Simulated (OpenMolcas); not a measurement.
**One shape, several levels: CHClGaNO (SMILES O=C=[N][GaH][Cl])**

Aim: a comparison of 6 runs (HF/6-31G*, B3LYP/6-31G*, M06-2X/6-31G*, PBE0/6-31G*, SVWN5/6-31G*, r2SCAN/6-31G*) of CHClGaNO. 

The results are computed with OpenMolcas 26.06.

1 further run of the same task is left out (set aside as unsound or not needed).

## 1. The molecule

CHClGaNO has 6 atoms, charge 0, and is taken as a singlet. As SMILES, `O=C=[N][GaH][Cl]`. The shape is that of a PBE0-D4/def2-TZVP optimisation. This is one conformer, not always the lowest.

Bond lengths: O1–C2 1.163 Å, C2–N3 1.203 Å, N3–Ga4 1.824 Å, Ga4–Cl5 2.132 Å, Ga4–H6 1.540 Å. Angles: O1–C2–N3 176.4°, C2–N3–Ga4 142.4°, N3–Ga4–Cl5 115.2°, N3–Ga4–H6 121.8°, Cl5–Ga4–H6 123.0°.

## 2. Energy and forces at HF/6-31G(d) (spherical functions) (run 1)

Contents of mol.inp:

```
* CHClGaNO Hartree-Fock
>>> EXPORT MOLCAS_PRINT=2
&GATEWAY
BasLib = $CurrDir
BasisSet
O.6-31Gs....
O1 -0.700200 -2.626600 -0.696700 angstrom
End of Basis
BasisSet
C.6-31Gs....
C2 -0.691800 -1.486000 -0.467600 angstrom
End of Basis
BasisSet
N.6-31Gs....
N3 -0.756800 -0.304700 -0.247900 angstrom
End of Basis
BasisSet
Ga.6-31Gs....
Ga4 0.248500 1.124400 0.275700 angstrom
End of Basis
BasisSet
Cl.6-31Gs....
Cl5 2.297400 0.694600 0.677800 angstrom
End of Basis
BasisSet
H.6-31Gs....
H6 -0.354900 2.534400 0.412700 angstrom
End of Basis
&SEWARD
&SCF
Thresholds = 1e-10 1e-07 1e-07 1e-05
PrOrbitals = 0
&ALASKA
```

The basis set 6-31G* is read from a file made from the Basis Set Exchange's data (not shown).

Run with:

```sh
$ export MOLCAS_MEM=1860
$ pymolcas mol.inp > mol.log
```

The log of the run:

```text
--- Start Module: gateway ---
[...]
--- Stop Module: gateway /rc=_RC_ALL_IS_WELL_ ---
[...]
      Basis functions           94
[...]
--- Start Module: scf ---
[...]
       Convergence after  16 Iterations
[...]
::    Total SCF energy                              -2550.3058480421
[...]
      Total spin, S                                     0.0000000000
[...]
      Total electronic charge=   70.000000
      Total            charge=   -0.000000
[...]
      Dipole Moment (debye):
      Origin of the operator (angstrom)=    0.4562    0.2739    0.1558
                   X= -8.2774E-01               Y=  2.6767E+00               Z=  3.3566E-01           Total=  2.8218E+00
      Quadrupole Moment (debye*angstrom):
[...]
--- Stop Module: scf /rc=_RC_ALL_IS_WELL_ ---
[...]
--- Start Module: alaska ---
[...]
 *              Molecular gradients               *
 **************************************************
  Irreducible representation: a
 ------------------------------------------------------------------------------------------
                              X                       Y                       Z
 ------------------------------------------------------------------------------------------
  O1               -1.23418963710398E-03   -2.89989619863711E-02   -6.07088152467838E-03
  C2                4.30762385254990E-03    7.28192109428694E-03    2.48157795067838E-03
  N3               -1.99763625570171E-04    2.61209809394488E-02    5.15045155238303E-03
  GA4               3.18599326849167E-03   -1.46359160913434E-03    4.64928440967016E-04
  CL5              -7.06780301438670E-03    7.35452811124304E-04   -1.53518870205538E-03
  H6                1.00813915601838E-03   -3.67580124940758E-03   -4.90887717259247E-04
 ------------------------------------------------------------------------------------------
--- Stop Module: alaska /rc=_RC_ALL_IS_WELL_ ---
[...]
```

It took 12 s on 1 thread of Intel Xeon 6975P-C (Granite Rapids), shared host; peak memory 0.52 GiB.

## 3. Energy and forces at B3LYP/6-31G(d) (spherical functions) (run 2)

Contents of mol.xyz:

```xyz
6

O     -0.700200    -2.626600    -0.696700
C     -0.691800    -1.486000    -0.467600
N     -0.756800    -0.304700    -0.247900
Ga     0.248500     1.124400     0.275700
Cl     2.297400     0.694600     0.677800
H     -0.354900     2.534400     0.412700
```

Contents of calc.input:

```
&GATEWAY
 BasLib
 $CurrDir
 Coord
 mol.xyz
 Basis
 6-31Gs
 Group
 NoSym

&SEWARD
 GridInput
 Grid=UltraFine
 End of Grid

&SCF
 KSDFT
 B3LYP
 Thresholds
 1e-10 1e-07 1e-07 1e-05
 PrOrbitals
 1 1

&ALASKA
```

The basis set 6-31G* is read from a file made from the Basis Set Exchange's data (not shown).

Run with:

```sh
$ export MOLCAS_MEM=1860
$ pymolcas calc.input > calc.log
```

The log of the run:

```text
--- Start Module: gateway ---
[...]
--- Stop Module: gateway /rc=_RC_ALL_IS_WELL_ ---
[...]
      Basis functions           94
[...]
--- Start Module: scf ---
[...]
       Convergence after  16 Iterations
[...]
::    Total KS-DFT energy                           -2553.5776203175
[...]
      Total spin, S                                     0.0000000000
[...]
      Total electronic charge=   70.000000
      Total            charge=   -0.000000
[...]
      Dipole Moment (debye):
      Origin of the operator (angstrom)=    0.4562    0.2739    0.1558
                   X= -7.4395E-01               Y=  2.1943E+00               Z=  2.5962E-01           Total=  2.3315E+00
      Quadrupole Moment (debye*angstrom):
[...]
--- Stop Module: scf /rc=_RC_ALL_IS_WELL_ ---
[...]
--- Start Module: alaska ---
[...]
 *              Molecular gradients               *
 **************************************************
  Irreducible representation: a
 ------------------------------------------------------------------------------------------
                              X                       Y                       Z
 ------------------------------------------------------------------------------------------
  O1                5.05353133894992E-04    2.58374083609674E-02    5.26181683918292E-03
  C2               -1.62076377755715E-03   -4.21024079081311E-03   -1.21952981687867E-03
  N3                5.01503020067773E-03   -1.64662899150659E-02   -2.08655077178310E-03
  GA4               4.39800768924670E-03   -3.77185868594410E-03    2.94505402414824E-04
  CL5              -9.35507216497200E-03    1.44836219379840E-03   -1.93779073627276E-03
  H6                1.05744491870352E-03   -2.83738116294963E-03   -3.12450916683304E-04
 ------------------------------------------------------------------------------------------
--- Stop Module: alaska /rc=_RC_ALL_IS_WELL_ ---
[...]
```

It took 23 s on 1 thread of Intel Xeon 6975P-C (Granite Rapids), shared host; peak memory 0.52 GiB.

Runs 3 to 5 aren't shown in full; the table further down has their settings and results.

## 4. Energy and gradient at r2SCAN/6-31G(d) (spherical functions) (run 6)

Contents of struct.xyz:

```xyz
6

O     -0.700200    -2.626600    -0.696700
C     -0.691800    -1.486000    -0.467600
N     -0.756800    -0.304700    -0.247900
Ga     0.248500     1.124400     0.275700
Cl     2.297400     0.694600     0.677800
H     -0.354900     2.534400     0.412700
```

Contents of mol.inp:

```
&GATEWAY
 BASLIB=$CurrDir
 COORD=struct.xyz
 BASIS=6-31Gs
 GROUP=NoSym

&SEWARD
 GRIDINPUT
 Grid=UltraFine
 End of Grid

&SCF
 KSDFT=2
 1.0 MGGA_X_R2SCAN
 1.0 MGGA_C_R2SCAN
 THRESHOLDS=1e-10 1e-07 1e-07 1e-05
 PRORBITALS=1 1

&ALASKA
```

The basis set 6-31G* is read from a file made from the Basis Set Exchange's data (not shown).

Run with:

```sh
$ export MOLCAS_MEM=1860
$ pymolcas mol.inp > mol.log
```

The log of the run:

```text
--- Start Module: gateway ---
[...]
--- Stop Module: gateway /rc=_RC_ALL_IS_WELL_ ---
[...]
      Basis functions           94
[...]
--- Start Module: scf ---
[...]
       Convergence after  16 Iterations
[...]
::    Total KS-DFT energy                           -2553.3914488445
[...]
      Total spin, S                                     0.0000000000
[...]
      Total electronic charge=   70.000000
      Total            charge=   -0.000000
[...]
      Dipole Moment (debye):
      Origin of the operator (angstrom)=    0.4562    0.2739    0.1558
                   X= -7.7166E-01               Y=  2.1748E+00               Z=  2.4914E-01           Total=  2.3211E+00
      Quadrupole Moment (debye*angstrom):
[...]
--- Stop Module: scf /rc=_RC_ALL_IS_WELL_ ---
[...]
--- Start Module: alaska ---
[...]
 *              Molecular gradients               *
 **************************************************
  Irreducible representation: a
 ------------------------------------------------------------------------------------------
                              X                       Y                       Z
 ------------------------------------------------------------------------------------------
  O1                9.36773824357306E-04    2.91084269082802E-02    6.01574335294330E-03
  C2               -3.42269123031724E-03   -4.25483670235005E-03   -1.65723582552180E-03
  N3                3.85827612911172E-03   -2.33753098476213E-02   -3.73701880385990E-03
  GA4               2.23048880324939E-03   -1.38817331237107E-03    2.52918376805411E-04
  CL5              -3.77270620340653E-03    6.89456149861378E-04   -7.60235152627686E-04
  H6                1.69858676738244E-04   -7.79563195840716E-04   -1.14171947733666E-04
 ------------------------------------------------------------------------------------------
--- Stop Module: alaska /rc=_RC_ALL_IS_WELL_ ---
[...]
```

It took 28 s on 1 thread of Intel Xeon 6975P-C (Granite Rapids), shared host; peak memory 0.52 GiB.

## 5. Overview of the runs

| run | level | integration grid | energy (Eh) | dipole moment (D) | HOMO energy (eV) | LUMO energy (eV) | wall time |
| --- | --- | --- | --- | --- | --- | --- | --- |
| 1 | HF/6-31G* (spherical functions) | – | -2550.305848 | 2.82 | -12.10 | 0.97 | 12 s |
| 2 | B3LYP/6-31G* (spherical functions) | UltraFine | -2553.577620 | 2.33 | -8.40 | -2.05 | 23 s |
| 3 | M06-2X/6-31G* (spherical functions) | UltraFine | -2553.431137 | 2.44 | -10.06 | -1.32 | 29 s |
| 4 | PBE0/6-31G* (spherical functions) | UltraFine | -2552.930336 | 2.39 | -8.72 | -1.82 | 23 s |
| 5 | SVWN5/6-31G* (spherical functions) | UltraFine | -2547.700564 | 2.17 | -7.49 | -2.84 | 18 s |
| 6 | r2SCAN/6-31G* (spherical functions) | UltraFine | -2553.391449 | 2.32 | -7.67 | -2.37 | 28 s |

## 6. Results

```
                       quantity           value
            run 6: total energy  -2553.39145 Eh
           run 6: dipole moment          2.32 D
             run 6: HOMO energy        -7.67 eV
             run 6: LUMO energy        -2.37 eV
           run 6: HOMO–LUMO gap         5.30 eV
run 6: largest force on an atom      1.529 eV/Å
```

In words: The dipole moment (its size) runs from 2.17 D (SVWN5/6-31G*) to 2.82 D (HF/6-31G*). The HOMO–LUMO gap runs from 4.64 eV (SVWN5/6-31G*) to 13.08 eV (HF/6-31G*). Exact exchange widens orbital gaps. Totals of different functionals can't be ranked against each other. All runs together took 2.2 min, the longest 29 s.
